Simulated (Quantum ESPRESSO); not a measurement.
**RhN: single point with PBE+U**

RhN:

```
Rh N
1.0
     2.66640    0.00000    0.00000
     0.00000    2.66640    0.00000
     0.00000    0.00000    2.66640
Rh N
1 1
Cartesian
  0.0000 0.0000 0.0000
  1.3332 1.3332 1.3332
```

The cell comes from a database or a generator and needn't be the stable form of this composition.

```yaml
Program: Quantum ESPRESSO 7.5
Task: single point
Functional: PBE
Potentials_or_basis: JTH 2.0 PBE
Cutoff: 544 eV
Density_cutoff: 3265 eV
k_mesh: 7 × 7 × 7
Occupations: gaussian, width 0.05 eV
Spin: no spin polarisation
Hubbard_terms: Rh d U = 1 eV
Hubbard_projectors: ortho-atomic
Double: 2
Magnetic_state_asked_for: nm
Moments_locked: none
Start_of_the_occupations: random3
Formal_shell_electrons: 1 d6
Mixing_beta: 0.3
Nosym: yes
SCF_threshold: 8e-08 Ry
Most_SCF_iterations: 120
Mixing_ndim: 12
```

* Band gap on the k mesh: none (metal or under the smearing width)

Levels at points of the mesh, in eV from the Fermi level:
```csv
k point,band 7,band 8,band 9,band 10,band 11,band 12,band 13,band 14,band 15,band 16
"(0.00, 0.00, 0.00)",-5.76,-1.68,-1.68,-1.68,-0.92,-0.92,-0.92,4.24,17.39,17.39
```

Eigenvalues of the final occupation matrices:
```
   site  spin  trace               eigenvalues
Rh 1 4d  each   3.68  0.70 0.70 0.70 0.78 0.78
```

It took 41 s on 1 thread of Arm Neoverse V2 (shared host), peak memory 0.09 GiB.

Caveat: the k mesh is coarse; U without spin polarisation on a metal has little footing.
